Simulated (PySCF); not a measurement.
# C2H9GeP: the cost of one run

The runs use PySCF 2.14.0, with density-fitted response routines of our own; the level of theory stands in each step. All values are computed, except where a source is named. Atoms are numbered from 0 throughout.

## (1) Starting geometry

13 atoms, charge 0, multiplicity 1; geometry from: GFN2-xTB. The atoms were then displaced at random by about 0.01 Å, so the start is not that level's minimum.

Bonds of the start (Å): C0–Ge1 1.97, Ge1–C2 1.99, Ge1–P3 2.35, C0–H4 1.11, C0–H5 1.08, C0–H6 1.09, Ge1–H7 1.52, C2–H8 1.09, C2–H9 1.07, C2–H10 1.08, P3–H11 1.38, P3–H12 1.36.

## (2) Geometry optimisation at PBE0-D3(BJ)/def2-SVP

Job settings and geometry (Å):

```
{"job": {"xc": "PBE0", "basis": "def2-SVP", "d3": "d3bj", "grid": 1, "shake": 0.01, "kind": "geom"}, "charge": 0, "multiplicity": 1}
C      0.176090     1.626810    -0.432790
Ge    -0.012850    -0.055320     0.580640
C     -1.570150    -1.104990    -0.090850
P      1.951520    -1.339660     0.532690
H     -0.763400     2.221380    -0.369160
H      0.337080     1.452560    -1.490810
H      0.983470     2.257860    -0.060030
H     -0.279260     0.315710     2.030120
H     -1.675640    -2.005160     0.520320
H     -1.405010    -1.389450    -1.110870
H     -2.475810    -0.528160    -0.005820
H      2.028280    -1.237260    -0.836780
H      2.711490    -0.231210     0.723020
```

Command:

```bash
> OMP_NUM_THREADS=1 python probes_run.py task.json out
```

This one command runs all jobs of the session in turn.

Q: Estimate the wall time and peak memory of this first job on 1 thread of Arm Neoverse V2, shared host.

About 42 s, with a peak of 0.52 GiB.
